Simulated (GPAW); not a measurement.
Here is a GPAW 26.7.0 calculation.

File run.py:

```python
from ase import Atoms
from ase.eos import EquationOfState
from ase.io import Trajectory
from ase.units import GPa
from gpaw import GPAW, PW

atoms = Atoms(['Gd', 'O'],
              cell=[[0.0, 2.7, 2.7],
                    [2.7, 0.0, 2.7],
                    [2.7, 2.7, 0.0]],
              scaled_positions=[[0.0, 0.0, 0.0],
                                [0.75, 0.75, 0.75]],
              pbc=True)
atoms.set_initial_magnetic_moments([7.0, 0.0])

traj = Trajectory('eos.traj', 'w')
volumes, energies = [], []
for x in [0.94, 0.96, 0.98, 1.0, 1.02, 1.04, 1.06]:
    a = atoms.copy()
    a.set_cell(atoms.cell * x**(1 / 3), scale_atoms=True)
    calc = GPAW(mode=PW(800),
                xc='PBE',
                kpts={'size': (7, 7, 7), 'gamma': True},
                occupations={'name': 'fermi-dirac', 'width': 0.05},
                nbands=25,
                convergence={'density': 1e-05, 'energy': 1e-05},
                maxiter=150,
                txt=f'eos-{x:.2f}.txt')
    a.calc = calc
    energies.append(a.get_potential_energy(force_consistent=True))
    volumes.append(a.get_volume())
    p = -a.get_stress()[:3].mean() / GPa
    calc.write(f'eos-{x:.2f}.gpw')
    traj.write(a)
    print(f'{x:.2f} {volumes[-1]:10.4f} A^3 {energies[-1]:14.6f} eV {p:9.3f} GPa', flush=True)

v0, e0, B = EquationOfState(volumes, energies, eos='birchmurnaghan').fit()
print(f'V0 = {v0:.4f} A^3, E0 = {e0:.6f} eV, B0 = {B / GPa:.2f} GPa')
```

Potentials or basis: GPAW PAW data sets (gpaw-data 1.2.1), pw.

Launch:

```bash
$ OMP_NUM_THREADS=1 python run.py
```

Problem. Predict the equilibrium volume.

Solution. 19.60 Å³/atom.

Problem. What does it give for the bulk modulus?

Solution. 96 GPa.

Problem. What does it give for the pressure derivative of the bulk modulus?

Solution. 4.3.

Energy against volume, from the lowest point:
| volume (Å³/atom) | energy (meV/atom) |
| --- | --- |
| 18.502 | 20.24 |
| 18.896 | 7.97 |
| 19.289 | 1.39 |
| 19.683 | 0.00 |
| 20.077 | 3.30 |
| 20.470 | 10.76 |
| 20.864 | 21.96 |

Caveat: one-centre terms of the f shell are cut off; without U or exact exchange the open f shell lies at the Fermi level, which spoils levels, moments and volumes. The state reached can hang on the start; a lower one may exist.
